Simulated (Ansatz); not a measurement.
Input of an Ansatz 0.2.0 run:

File input.yaml:

```yaml
crystal:
  lattice:
    - [5.72385, -0.00745, -0.00403]
    - [1.30279, 6.25499, 0.00561]
    - [0.27574, 1.30074, 8.36754]
  atoms:
    - { symbol: Ta, position: [0.21713, 0.30521, 0.58431] }
    - { symbol: Ta, position: [0.03325, 0.11123, 0.99855] }
    - { symbol: Ta, position: [0.58248, 0.62145, 0.50482] }
    - { symbol: As, position: [0.58707, 0.89691, 0.83049] }
    - { symbol: Au, position: [0.58004, 0.09228, 0.18613] }
    - { symbol: Au, position: [0.04485, 0.82077, 0.44682] }
    - { symbol: O, position: [0.66201, 0.69726, 0.71088] }
    - { symbol: O, position: [0.51632, 0.13418, 0.69625] }
    - { symbol: O, position: [0.85098, 0.88773, 0.91932] }
    - { symbol: O, position: [0.34466, 0.87003, 0.94651] }
    - { symbol: O, position: [0.73015, 0.2924, 0.03095] }
    - { symbol: O, position: [0.24622, 0.21809, 0.11075] }
    - { symbol: O, position: [0.129, 0.09398, 0.49104] }
    - { symbol: O, position: [0.48032, 0.38887, 0.43499] }
    - { symbol: O, position: [0.05966, 0.26685, 0.78594] }
    - { symbol: O, position: [0.9333, 0.5324, 0.45645] }
    - { symbol: O, position: [0.49975, 0.85161, 0.34971] }
    - { symbol: O, position: [0.25256, 0.62988, 0.62473] }
    - { symbol: O, position: [0.91878, 0.95175, 0.22636] }
hamiltonian:
  xc: pbesol
  pseudopotentials: { kind: paw }
kpoints:
  mp_grid: { grid: [5, 5, 4] }
  band_path:
    path:
      - [[0.5, 0.0, 0.0], [0.0, 0.0, 0.0], [0.0, 0.0, -0.5]]
      - [[0.5, 0.0, -0.5], [0.0, 0.0, 0.0], [0.0, 0.5, 0.5]]
      - [[0.5, 0.5, 0.5], [0.0, 0.0, 0.0], [0.0, 0.5, 0.0]]
      - [[0.5, 0.5, 0.0], [0.0, 0.0, 0.0]]
    npoints: 10
scf:
  occupations: { method: fermi_dirac, width: 0.05 }
  n_extra_bands: 47
output:
  forces: true
  stress: true
  eigenvalues: true
  fatbands: false
```

Potentials or basis: Ansatz PAW.

Command:

```bash
$ ansatz run input.yaml --threads 8 --pin off --max-ram 20480MiB --backend cpu --events-out ev --progress --plain --runs-dir out
```

**Question.** Predict the largest force.

**Answer.** 0.450 eV/Å.

**Question.** What does it give for the band gap along the path?

**Answer.** 1.24 eV, indirect (least direct gap 1.32 eV).

**Question.** What does it give for the band gap on the k mesh?

**Answer.** 1.26 eV, indirect (least direct gap 1.33 eV).

**Question.** Estimate the pressure.

**Answer.** -4.5 GPa.

Stress tensor (GPa, compression positive):
```
-5.10 -0.15 -0.09
-0.15 -4.17  0.45
-0.09  0.45 -4.25
```

Caveat: the pressure holds a Pulay correction of +0.6 GPa for the finite cutoff; spin-orbit coupling is left out, which moves the levels of the heavy elements; the PAW data sets come from PBE, with cores solved anew for the run's functional, which leaves a small shift of forces and pressure.
